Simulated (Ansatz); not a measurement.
# Pt: the cost of one run

Computed with Ansatz 0.2.0 (DFT PBEsol, scalar-relativistic, plane waves, PAW, unless a step's input says otherwise).

1 further run of the same task is left out (set aside as unsound or not needed).

## (1) Starting point

The structure is cubic, space group Fm-3m (No. 225). Conventional cell: a = 3.922 Å, b = 3.922 Å, c = 3.922 Å, α = 90.00°, β = 90.00°, γ = 90.00°. Around Pt (site symmetry m-3m) lie 12 Pt at 2.77 Å.

As a file:

```
Pt
1.0
     0.00000    1.96090    1.96090
     1.96090    0.00000    1.96090
     1.96090    1.96090    0.00000
Pt
1
Direct
  0.00000 0.00000 0.00000
```

The structure comes from the Crystallography Open Database.

## (2) Random moves and strain, cell strained

Against the listed cell: strain xx, yy, zz, yz, xz, xy = -3.3, +0.1, -0.8, +1.8, -1.0, +1.7 %.

input.yaml

```yaml
crystal:
  lattice:
    - [0.01235367, 1.999098332, 1.980371737]
    - [1.874894926, 0.068376583, 1.924348824]
    - [1.928192188, 1.996372681, 0.015079321]
  atoms:
    - { symbol: Pt, position: [0.0, 0.0, 0.0] }
basis:
  ecutwfc: 420
kpoints:
  mp_grid: { grid: [16, 16, 16] }
hamiltonian:
  xc: pbesol
scf:
  occupations: { method: gaussian, width: 0.1 }
output:
  forces: true
  stress: true
  eigenvalues: true
  write_density: true
  write_potential: true
  elf: true
  volumetric_format: npy
```

Run with:

```console
ansatz run input.yaml --threads 1 --pin off --max-ram 2560MiB --backend cpu --events-out ev --progress --plain --runs-dir out
```

What time and memory should one allow on 1 thread of Arm Neoverse V2, shared host?

About 24 s, with a peak of 0.61 GiB.
